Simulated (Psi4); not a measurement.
**SnO (SMILES [O]=[Sn]) at CCSD/def2-TZVP (core potential, sweep point 3)**

Aim: the vertical singlet–triplet gap of SnO at CCSD/def2-TZVP (core potential, sweep point 3), from 2 runs. 

The calculation is run with Psi4 1.11.

**1. Starting point**

The species is SnO (2 atoms), meant as a singlet with charge 0. As SMILES, `[O]=[Sn]`. The coordinates come from a PBE0-D4/def2-TZVP relaxation.

Bond lengths: O1–Sn2 1.818 Å.

**2. A single-point energy at CCSD/def2-TZVP (core potential, sweep point 3)**

job.in

```
memory 1600 MB

molecule {
  0 1
  O      0.00000000     0.00000000    -0.01337926
  Sn     0.00000000     0.00000000     3.42165150
  units bohr
  symmetry c1
}

set basis def2-TZVP
set puream true
set scf_type pk
set num_frozen_docc 5

e, wfn = energy("ccsd", return_wfn=True)
```

Command:

```sh
$ psi4 -i job.in -o job.out -n 1
```

job.out:

```text
[...]
    !!!  WARNING: ECP capability is in beta. Please check occupations closely.  !!!
[...]
  Running in c1 symmetry.
[...]
  Nuclear repulsion =   51.236804645091453
[...]
  Multiplicity = 1
[...]
  Nalpha       = 15
  Nbeta        = 15
[...]
    Number of basis functions: 81
[...]
 WARNING: Atomic UHF is not converging! Try casting from a smaller basis or call Rob at CCMST.
   -------------------------
[...]
   @RHF iter   1:  -287.91222258723019   -1.65901e+00   1.01037e-02 DIIS/ADIIS
[...]
   @RHF iter  14:  -288.21865037815473   -1.26192e-11   4.42263e-09 DIIS
[...]
    Orbital Energies [Eh]
    ---------------------
    Doubly Occupied:
       1A    -20.495844     2A     -5.880306     3A     -4.071968
       4A     -4.071968     5A     -4.058266     6A     -1.356283
       7A     -1.341768     8A     -1.341768     9A     -1.328527
      10A     -1.328527    11A     -1.143317    12A     -0.554362
      13A     -0.402273    14A     -0.402273    15A     -0.382556
[...]
  @RHF Final Energy:  -288.21865037815473
   => Energetics <=
    Nuclear Repulsion Energy =             51.2368046450914534
    One-Electron Energy =                -582.5909023025551505
    Two-Electron Energy =                 243.1354472793089769
    Total Energy =                       -288.2186503781547344
[...]
 Multipole Moments:
 ------------------------------------------------------------------------------------
     Multipole            Electronic (a.u.)      Nuclear  (a.u.)        Total (a.u.)
 ------------------------------------------------------------------------------------
 L = 1.  Multiply by 2.5417464519 to convert [e a0] to [Debye]
 Dipole X            :          0.0000002            0.0000000            0.0000002
 Dipole Y            :          0.0000000            0.0000000            0.0000000
 Dipole Z            :         17.4067312          -15.3512859            2.0554453
 Magnitude           :                                                    2.0554453
[...]
      * MP2 total energy                      = -288.785496248859261
[...]
      * CCSD total energy                     = -288.758585364089640
[...]
```

Wall time 18 s (1 thread of Intel Xeon at 2.70GHz, shared host); peak memory 0.49 GiB.

**3. The triplet at the same level**

calc.dat

```
memory 1600 mb

molecule geom {
  0 3
  O      0.00000000     0.00000000    -0.01337926
  Sn     0.00000000     0.00000000     3.42165150
  units bohr
  symmetry c1
}

set reference uhf
set puream true
set scf_type pk
set num_frozen_docc 5
set maxiter 100

energy('ccsd/def2-TZVP')
print_variables()
```

Command:

```sh
$ psi4 -n 1 calc.dat calc.out
```

calc.out:

```text
[...]
    !!!  WARNING: ECP capability is in beta. Please check occupations closely.  !!!
[...]
  Running in c1 symmetry.
[...]
  Nuclear repulsion =   51.236804645091453
[...]
  Multiplicity = 3
[...]
  Nalpha       = 16
  Nbeta        = 14
[...]
    Number of basis functions: 81
[...]
 WARNING: Atomic UHF is not converging! Try casting from a smaller basis or call Rob at CCMST.
   -------------------------
[...]
   @UHF iter   1:  -287.80593567721360   -1.55273e+00   9.88391e-03 DIIS/ADIIS
[...]
   @UHF iter  28:  -288.15827815243762    2.08615e-11   3.56647e-09 DIIS
[...]
   @S^2 Observed:                2.038103746E+00
[...]
    Orbital Energies [Eh]
    ---------------------
    Alpha Occupied:
       1A    -20.582833     2A     -5.882272     3A     -4.071074
       4A     -4.070670     5A     -4.067116     6A     -1.409293
       7A     -1.339544     8A     -1.333294     9A     -1.333200
      10A     -1.332083    11A     -1.255133    12A     -0.687531
      13A     -0.546979    14A     -0.524811    15A     -0.477969
      16A     -0.251080
    Alpha Virtual:
      17A      0.000295    18A      0.077686    19A      0.167809
      20A      0.181786    21A      0.217641    22A      0.270982
      23A      0.271022    24A      0.292977    25A      0.330595
[...]
  @UHF Final Energy:  -288.15827815243762
   => Energetics <=
    Nuclear Repulsion Energy =             51.2368046450914534
    One-Electron Energy =                -581.8017901631724271
    Two-Electron Energy =                 242.4067073656433990
    Total Energy =                       -288.1582781524376173
  UHF NO Occupations:
  HONO-2 :   14  A 1.9875972
  HONO-1 :   15  A 1.0000000
[...]
 Multipole Moments:
 ------------------------------------------------------------------------------------
     Multipole            Electronic (a.u.)      Nuclear  (a.u.)        Total (a.u.)
 ------------------------------------------------------------------------------------
 L = 1.  Multiply by 2.5417464519 to convert [e a0] to [Debye]
 Dipole X            :          0.0000002            0.0000000            0.0000002
 Dipole Y            :          0.0000001            0.0000000            0.0000001
 Dipole Z            :         16.3221967          -15.3512859            0.9709108
 Magnitude           :                                                    0.9709108
[...]
      * MP2 total energy                      = -288.640603907662353
[...]
      * CCSD total energy                     = -288.648585355379112
[...]
```

It took 54 s on 1 thread of Intel Xeon at 2.70GHz, shared host; peak memory 0.53 GiB.

**4. Summary of results**

At CCSD/def2-TZVP (core potential, sweep point 3), 5 core orbitals frozen:

| quantity | value |
| --- | --- |
| singlet: total energy | -288.75859 Eh |
| singlet: HOMO energy (Hartree–Fock orbitals) | -10.41 eV |
| singlet: LUMO energy (Hartree–Fock orbitals) | 0.27 eV |
| singlet: HOMO–LUMO gap (Hartree–Fock orbitals) | 10.68 eV |
| singlet: correlation energy (5 core orbitals frozen) | -539.9 mEh |
| singlet: T1 diagnostic | 0.033 |
| triplet: total energy | -288.64859 Eh |
| triplet: HOMO energy (Hartree–Fock orbitals) (highest over α and β) | -6.83 eV |
| triplet: LUMO energy (Hartree–Fock orbitals) (lowest over α and β) | 0.01 eV |
| triplet: correlation energy (5 core orbitals frozen) | -490.3 mEh |
| triplet: ⟨S²⟩ of the reference determinant | 2.038 |
| triplet: T1 diagnostic | 0.055 |
| vertical energy of the triplet above the singlet | 2.993 eV |

At this shape the triplet lies 2.99 eV (69 kcal/mol) above the singlet. The T1 diagnostic (singlet) of 0.033 is above the customary mark for such species, so a single reference may not serve. The T1 diagnostic (triplet) of 0.055 is above the customary mark for such species, so a single reference may not serve.
